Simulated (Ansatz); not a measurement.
# Cu: the cost of one run

Program: Ansatz 0.2.0. Level of theory: DFT PBEsol, scalar-relativistic. These are calculated values, not measurements.

## (1) Starting point

Symmetry: Fm-3m, No. 225, cubic system. Conventional cell: a = 3.615 Å, b = 3.615 Å, c = 3.615 Å, α = 90.00°, β = 90.00°, γ = 90.00°. Around Cu (site symmetry m-3m) lie 12 Cu at 2.56 Å.

Structure file:

```xyz
1
Lattice="0.0000 1.8075 1.8075 1.8075 0.0000 1.8075 1.8075 1.8075 0.0000" Properties=species:S:1:pos:R:3 pbc="T T T"
Cu    0.0000    0.0000    0.0000
```

## (2) After the deformation

Space group Fm-3m before, R-3m after.

## (3) LAPW, all electrons

The input, input.yaml:

```yaml
crystal:
  lattice:
    - [0.03615, 1.825575, 1.825575]
    - [1.825575, 0.03615, 1.825575]
    - [1.825575, 1.825575, 0.03615]
  atoms:
    - { symbol: Cu, position: [0.0, 0.0, 0.0] }
kpoints:
  mp_grid: { grid: [17, 17, 17] }
  band_path:
    path:
      - [0.0, 0.0, 0.0]
      - [0.5, 0.5, 0.5]
      - [0.2451701269, 0.5, 0.7548298731]
      - [-0.2451701269, 0.2451701269, 0.5]
      - [0.0, 0.0, 0.5]
      - [0.0, 0.0, 0.0]
      - [-0.3725850634, 0.0, 0.3725850634]
      - [0.0, 0.3725850634, 0.6274149366]
      - [0.0, 0.5, 0.5]
    npoints: 5
scf:
  occupations: { method: fermi_dirac, width: 0.03 }
hamiltonian:
  xc: pbesol
  pseudopotentials: { kind: all_electron, lapw: { basis_error: 0.00025 } }
output:
  forces: true
  stress: true
  eigenvalues: true
```

Command:

```bash
> ansatz run input.yaml --threads 1 --pin off --max-ram 3072MiB --backend cpu --events-out ev --progress --plain --runs-dir out
```

What time and memory should one allow on 1 thread of Arm Neoverse V2, shared host?

About 35 s, with a peak of 0.62 GiB.
